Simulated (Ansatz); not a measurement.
# CsPbCl3: the cost of one run

Computed with Ansatz 0.2.0 (DFT PBE, scalar-relativistic, plane waves, PAW, unless a step's input says otherwise).

1 further run of the same task is left out (set aside as unsound or not needed).

## Step 1: Starting point

It takes space group Pm-3m (No. 221, cubic). The conventional cell has a = 5.742 Å, b = 5.742 Å, c = 5.742 Å, α = 90.00°, β = 90.00°, γ = 90.00°. Around Cs (site symmetry m-3m) lie 12 Cl at 4.06 Å. Around Pb (site symmetry m-3m) lie 6 Cl at 2.87 Å. Cl (site symmetry 4/mmm) is surrounded by 2 Pb at 2.87 Å and 4 Cs at 4.06 Å.

Coordinates:

```xyz
5
Lattice="5.7424 0.0000 0.0000 0.0000 5.7424 0.0000 0.0000 0.0000 5.7424" Properties=species:S:1:pos:R:3 pbc="T T T"
Cs    0.0000    0.0000    0.0000
Pb    2.8712    2.8712    2.8712
Cl    2.8712    2.8712    0.0000
Cl    0.0000    2.8712    2.8712
Cl    2.8712    0.0000    2.8712
```

This cell was relaxed beforehand with the same method: volume 37.87 Å³/atom, gap on the mesh 2.31 eV.

## Step 2: Zone-centre modes

Contents of input.yaml:

```yaml
crystal:
  lattice:
    - [5.7423887447, 0.0, 0.0]
    - [0.0, 5.7423887447, 0.0]
    - [0.0, 0.0, 5.7423887447]
  atoms:
    - { symbol: Cs, position: [0.0, 0.0, 0.0] }
    - { symbol: Pb, position: [0.5, 0.5, 0.5] }
    - { symbol: Cl, position: [0.5, 0.5, 0.0] }
    - { symbol: Cl, position: [0.0, 0.5, 0.5] }
    - { symbol: Cl, position: [0.5, 0.0, 0.5] }
basis:
  ecutwfc: 240.0
kpoints:
  mp_grid: { grid: [6, 6, 6] }
hamiltonian:
  xc: pbe
scf:
  occupations: { method: fixed }
output:
  eigenvalues: true
phonons:
  method: dfpt
  dielectric: true
  rigid_motions: translations
  eigenvectors: true
```

The run is started by

```console
> ansatz run input.yaml --threads 1 --pin off --max-ram 2560MiB --backend cpu --events-out ev --progress --plain --runs-dir out
```

**Question.** How long does this run take on 1 thread of Intel Xeon 6975P-C (Granite Rapids), shared host, and how much memory does it need?

About 76 s, with a peak of 1.1 GiB.
